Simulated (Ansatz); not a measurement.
# MgMo (L11 type): how the settings move a single-point run

How sensitive is a single-point run of MgMo (L11 type) to its settings? A reference run comes first, then one run with altered input.

Method: reference: DFT, PBEsol, PAW with Ansatz's default frozen-core files, scalar-relativistic, in Ansatz 0.2.0.

2 further runs of the same task are left out: 2 that didn't finish.

**1. Starting point**

It takes space group P-1 (No. 2, triclinic). Conventional cell: a = 2.767 Å, b = 2.816 Å, c = 5.131 Å, α = 74.45°, β = 74.55°, γ = 61.73°. Mg (site symmetry -1) has 6 Mg at 2.77 to 2.86 Å and 6 Mo at 2.91 to 2.95 Å as nearest neighbours. Around Mo (site symmetry -1) lie 6 Mo at 2.77 to 2.86 Å and 6 Mg at 2.91 to 2.95 Å.

Cell or atoms stand a little off a more symmetric structure (R-3m at a tolerance of 0.3 Å), so results at this geometry aren't those of that ideal crystal.

Structure file:

```cif
data_structure
_symmetry_space_group_name_H-M 'P 1'
_symmetry_Int_Tables_number 1
_cell_length_a 5.1313
_cell_length_b 5.1402
_cell_length_c 5.1491
_cell_angle_alpha 32.330
_cell_angle_beta 31.798
_cell_angle_gamma 31.256
_cell_volume 33.47
loop_
_atom_site_label
_atom_site_type_symbol
_atom_site_fract_x
_atom_site_fract_y
_atom_site_fract_z
_atom_site_occupancy
Mg1 Mg 0.00000 0.00000 0.00000 1
Mo1 Mo 0.50000 0.50000 0.50000 1
```

**2. Reference**

The input, input.yaml:

```yaml
crystal:
  lattice:
    - [1.3915957845, -0.7846668373, 4.8762299416]
    - [0.0325129553, 1.6256477651, 4.8762299416]
    - [-1.4241087398, -0.8409809278, 4.8762299416]
  atoms:
    - { symbol: Mg, position: [0.0, 0.0, 0.0] }
    - { symbol: Mo, position: [0.5, 0.5, 0.5] }
kpoints:
  mp_grid: { grid: [13, 13, 13] }
scf:
  occupations: { method: fermi_dirac, width: 0.03 }
hamiltonian:
  xc: pbesol
  pseudopotentials: { kind: paw }
output:
  forces: true
  stress: true
  eigenvalues: true
  efg: { contact_densities: true }
```

The run is started by

```console
$ ansatz run input.yaml --threads 1 --pin off --max-ram 2048MiB --backend cpu --events-out ev --progress --plain --runs-dir out
```

**3. Changing settings: mp_grid.grid [20, 20, 20], dispersion d4**

Changes to input.yaml since step 2:

```diff
@@ -9,3 +9,3 @@
 kpoints:
-  mp_grid: { grid: [13, 13, 13] }
+  mp_grid: { grid: [20, 20, 20] }
 scf:
@@ -15,2 +15,3 @@
   pseudopotentials: { kind: paw }
+  dispersion: d4
 output:
```

Before running it: what results should come out? Wanted: for each run, ending; energy change; pressure; gap; force.

As calculated:

```tsv
run	ending	energy change	pressure (GPa)	gap (eV)	force (eV/Å)	cycles	time
reference	converged	0	0.1	0.00	0.00	6	66 s
1: mp_grid.grid [20, 20, 20], dispersion d4	converged	-175.4 meV/atom (offset of the dispersion model)	-1.5	0.00	0.00	6	3.4 min
```

Residual by cycle in the longest SCF loop of each run; runs are numbered as in the table. The quantity is the density residual dr2, in eV.

```tsv
cycle	reference	run 1
1	0.0201	0.0212
2	0.0102	0.0113
3	5.9e-4	6.4e-4
4	8.5e-6	7.9e-6
5	3.4e-7	2.8e-7
6	3.0e-9	2.6e-9
```

The energy moves by -175.4 meV/atom, nearly all of it the dispersion term itself (-171.9 meV/atom); that offset belongs to the model and is no gain or loss of stability; the pressure goes from 0.1 to -1.5 GPa.
